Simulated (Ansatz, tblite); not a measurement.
# The cluster Ti6+: one state, many levels

How do method and basis change the picture of the cluster Ti6+ (doublet)?

Computed with Ansatz 0.2.0, Gaussian basis. Level: as each input shows.

Levels to be run: GFN1-xTB, GFN2-xTB, PBE-D4/def2-TZVP, r2SCAN-D4/def2-TZVP.

4 further runs of the same task are left out: 4 that didn't finish.

### 1 The structure

The doublet was relaxed beforehand with PBE-D4/def2-SVP. At that level it is the lowest of the isomers that a small search found.

6 atoms, charge 1, spin multiplicity 2.

Bond lengths: Ti1–Ti2 3.640 Å, Ti1–Ti3 2.545 Å, Ti1–Ti4 2.518 Å, Ti1–Ti5 2.634 Å, Ti1–Ti6 2.703 Å, Ti2–Ti3 2.733 Å, Ti2–Ti4 2.641 Å, Ti2–Ti5 2.524 Å, Ti2–Ti6 2.540 Å, Ti3–Ti4 2.539 Å, Ti3–Ti5 2.743 Å, Ti3–Ti6 3.802 Å, Ti4–Ti5 3.657 Å, Ti4–Ti6 2.718 Å, Ti5–Ti6 2.544 Å. Angles: Ti2–Ti1–Ti3 48.6°, Ti2–Ti1–Ti4 46.5°, Ti2–Ti1–Ti5 43.9°, Ti2–Ti1–Ti6 44.2°, Ti3–Ti1–Ti4 60.2°, Ti3–Ti1–Ti5 63.9°, Ti3–Ti1–Ti6 92.8°, Ti4–Ti1–Ti5 90.4°, Ti4–Ti1–Ti6 62.6°, Ti5–Ti1–Ti6 56.9°, Ti1–Ti2–Ti3 44.3°, Ti1–Ti2–Ti4 43.8°, Ti1–Ti2–Ti5 46.4°, Ti1–Ti2–Ti6 47.9°, Ti3–Ti2–Ti4 56.4°, Ti3–Ti2–Ti5 62.8°, Ti3–Ti2–Ti6 92.2°, Ti4–Ti2–Ti5 90.1° and more.

No spin-orbit coupling is included. The ion is computed in the gas phase, without counter-ions or solvent.

PBE0-D4/def2-TZVP was run before; its log isn't repeated, and its numbers join the tables.

### 2 GFN1-xTB

Tight binding, by tblite at 300 K electronic temperature and without a spin-polarisation term:

```python
tblite.interface.Calculator('GFN1-xTB', numbers, positions, charge=1, uhf=1).singlepoint()
```

Energy -197.3838 eV; 0.019 s.

### 3 GFN2-xTB

Tight binding, by tblite at 300 K electronic temperature and without a spin-polarisation term:

```python
tblite.interface.Calculator('GFN2-xTB', numbers, positions, charge=1, uhf=1).singlepoint()
```

Energy -235.9545 eV; 0.023 s.

### 4 PBE-D4/def2-TZVP

start.molden holds the orbitals of an earlier run on this state, given as this run's starting guess.

in.yaml

```yaml
crystal:
  periodic: [false, false, false]
  atoms:
    - {symbol: Ti, position_ang: [-1.372413, 0.674506, -0.978423]}
    - {symbol: Ti, position_ang: [1.373532, -0.673583, 0.994204]}
    - {symbol: Ti, position_ang: [1.097035, 0.371258, -1.515755]}
    - {symbol: Ti, position_ang: [-0.323940, -1.607727, -0.800718]}
    - {symbol: Ti, position_ang: [0.324597, 1.613739, 0.804351]}
    - {symbol: Ti, position_ang: [-1.098811, -0.378193, 1.496342]}
basis:
  gaussian: {orbitals: def2-TZVP, initial_orbitals: start.molden}
total_charge: 1
magnetization: {spin_polarized: true, initial_magnetization: 1}
hamiltonian: {xc: pbe, dispersion: d4}
scf: {omitted_lower_state_checks: [starts]}
output: {orbitals: {seedname: orbitals}}
```

Command:

```
ansatz run in.yaml --threads 4 --pin off --events-out ev --progress --plain --max-ram 4787MiB
```

The runs that follow: r2SCAN-D4/def2-TZVP.

**Question.** What will the summary of the whole plan be? Wanted: gap in def2-TZVP, named functionals, smallest and largest; ⟨S²⟩ in def2-TZVP, named functionals, smallest and largest.

As calculated:

| quantity | value |
| --- | --- |
| gap in def2-TZVP, named functionals, smallest and largest | 0.32 eV (PBE-D4), 1.57 eV (PBE0-D4) |
| ⟨S²⟩ in def2-TZVP, named functionals, smallest and largest | 2.239, 4.311 |

In words: Over the named functionals in def2-TZVP the gap runs from 0.32 eV (PBE-D4) to 1.57 eV (PBE0-D4); exact exchange widens it. Over the named functionals in def2-TZVP spin contamination reaches 3.56 (PBE0-D4), and every level is far from pure, so all describe a mixture with higher spin.
